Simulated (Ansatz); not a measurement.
**CH₂FNSi: up Jacob's ladder to CCSD(T)**

The task here is to estimate one member of a computed series from the others.

Program: Ansatz 0.2.0, Gaussian basis. Level of theory: functionals in def2-TZVPP, the program's frozen cores in correlated methods. These are calculated values, not measurements.

Levels to be run: LDA (SPW92), PBE-D4, revPBE-D4, BLYP-D4, r2SCAN-D4, B97M-V, PBE0-D4, B3LYP-D4, r2SCANh-D4, r2SCAN0-D4, HSE06-D4, BHLYP-D4, CAM-B3LYP-D4, LC-ωPBE, ωB97X-V, ωB97M-V, B2PLYP, PBE-QIDH; CCSD(T)/def2-SVP; CCSD(T)/def2-TZVPP; MP2/def2-QZVPP; extrapolation to the limit; RPA on PBE.

## Structure used throughout

The geometry comes from an earlier relaxation with PBE0-D4 in a triple-zeta def2 set; it is a stationary point.

SMILES `FC1=N[SiH2]1`, 6 atoms, charge 0, spin multiplicity 1.

Atoms are counted from 1 here; the program's logs count them from 0.

Bond lengths: F1–C2 1.314 Å, C2–N3 1.261 Å, C2–Si4 1.766 Å, N3–Si4 1.801 Å, Si4–H5 1.477 Å, Si4–H6 1.477 Å. Angles: F1–C2–N3 128.8°, F1–C2–Si4 160.4°, N3–C2–Si4 70.8°, C2–N3–Si4 67.8°, C2–Si4–N3 41.4°, C2–Si4–H5 122.2°, C2–Si4–H6 122.2°, N3–Si4–H5 118.8°, N3–Si4–H6 118.8°, H5–Si4–H6 113.7°.

Set-up of the first run:

Input file in.yaml:

```yaml
crystal:
  periodic: [false, false, false]
  atoms:
    - {symbol: F, position_ang: [1.423081, -1.608338, 0.851535]}
    - {symbol: C, position_ang: [0.512982, -0.815358, 0.333647]}
    - {symbol: N, position_ang: [-0.624058, -1.110874, -0.124507]}
    - {symbol: Si, position_ang: [-0.284402, 0.654599, -0.233932]}
    - {symbol: H, position_ang: [0.001747, 1.243412, -1.557545]}
    - {symbol: H, position_ang: [-0.987252, 1.572658, 0.684601]}
basis:
  gaussian: {orbitals: def2-TZVPP}
hamiltonian: {xc: lda}
output: {orbitals: {seedname: orbitals}}
```

Among the steps run: LDA; PBE-D4 (GGA); revPBE-D4 (GGA); BLYP-D4 (GGA); r2SCAN-D4 (meta-GGA); B97M-V (meta-GGA); PBE0-D4 (hybrid); B3LYP-D4 (hybrid); r2SCANh-D4 (hybrid); r2SCAN0-D4 (hybrid); HSE06-D4 (hybrid); BHLYP-D4 (hybrid); CAM-B3LYP-D4 (range-separated); LC-ωPBE (range-separated); ωB97X-V (range-separated); ωB97M-V (range-separated); B2PLYP (double hybrid); PBE-QIDH (double hybrid).

One table of the session follows, with a row left open; its other results are not shown here.

It belongs to the step «Orbital energies across the functionals». 

```
  functional  HOMO (eV)  gap (eV)
 LDA (SPW92)      -6.46      4.29
      PBE-D4      -6.28      4.33
   revPBE-D4      -6.21      4.35
     BLYP-D4      -6.16      4.32
   r2SCAN-D4      -6.52      4.83
      B97M-V      -6.59      4.82
     PBE0-D4      -7.56      6.44
    B3LYP-D4      -7.35      6.00
  r2SCANh-D4      -7.00      5.60
  r2SCAN0-D4      -7.73      6.76
    HSE06-D4          ?         ?
    BHLYP-D4      -8.77      8.49
CAM-B3LYP-D4      -8.93      8.80
     LC-ωPBE     -10.25     11.28
     ωB97X-V      -9.89     10.82
     ωB97M-V      -9.80     10.48
```

Q: Estimate the row for HSE06-D4 from the others.

**Answer.** HOMO (eV): -7.16; gap (eV): 5.67. In the column «HOMO (eV)» it lies between B3LYP-D4 (-7.35) and r2SCANh-D4 (-7.00).
